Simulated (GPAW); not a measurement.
Write an ASE script for GPAW 26.7.0 that does the following.

| Quantity | Value |
| --- | --- |
| Task | single point |
| Functional | PBE |
| Potentials or basis | GPAW PAW data sets (gpaw-data 1.2.1) |
| Cutoff | 500 eV |
| Basis | pw |
| k mesh | 7 × 7 × 7 |
| Occupations | fermi-dirac, width 0.05 eV |
| Spin | no spin polarisation |
| Maxiter | 120 |
| Convergence | default |

Crystal: GaGe.

```xyz
2
Lattice="0.0000 2.8978 2.8978 2.8978 0.0000 2.8978 2.8978 2.8978 0.0000" Properties=species:S:1:pos:R:3 pbc="T T T"
Ge    0.0000    0.0000    0.0000
Ga    1.4489    1.4489    1.4489
```

The cell comes from a database or a generator and needn't be the stable form of this composition.

The input as run:

run.py

```python
from ase import Atoms
from ase.dft.bandgap import bandgap
from ase.io import write
from ase.units import GPa
from gpaw import GPAW, PW

atoms = Atoms(['Ge', 'Ga'],
              cell=[[0.0, 2.897844, 2.897844],
                    [2.897844, 0.0, 2.897844],
                    [2.897844, 2.897844, 0.0]],
              scaled_positions=[[0.0, 0.0, 0.0],
                                [0.25, 0.25, 0.25]],
              pbc=True)

calc = GPAW(mode=PW(500),
            xc='PBE',
            kpts={'size': (7, 7, 7), 'gamma': True},
            occupations={'name': 'fermi-dirac', 'width': 0.05},
            nbands=11,
            maxiter=120,
            txt='gpaw.txt')
atoms.calc = calc
energy = atoms.get_potential_energy()
forces = atoms.get_forces()
stress = atoms.get_stress()
calc.write('gs.gpw')
write('result.traj', atoms)
print(f'Energy: {energy:.6f} eV')
print('Forces (eV/A):')
print(forces.round(4))
print('Stress (GPa):', (stress / GPa).round(3))
print('Fermi level:', round(calc.get_fermi_level(), 4), 'eV')
print(f'Gap: {bandgap(calc)[0]:.4f} eV, direct: {bandgap(calc, direct=True)[0]:.4f} eV')
```

Potentials or basis: GPAW PAW data sets (gpaw-data 1.2.1), pw.

Command:

```console
$ OMP_NUM_THREADS=1 python run.py
```

It gave:

```json
{
  "Pressure": "0.8 GPa",
  "Band gap on the k mesh": "none (metal or under the smearing width)"
}
```

Caveat: the cutoff is short for stress and forces, so pressures can be off by a GPa or more.

Run time: 6.9 s on 1 thread of Arm Neoverse V1 (shared host), peak memory 0.14 GiB.
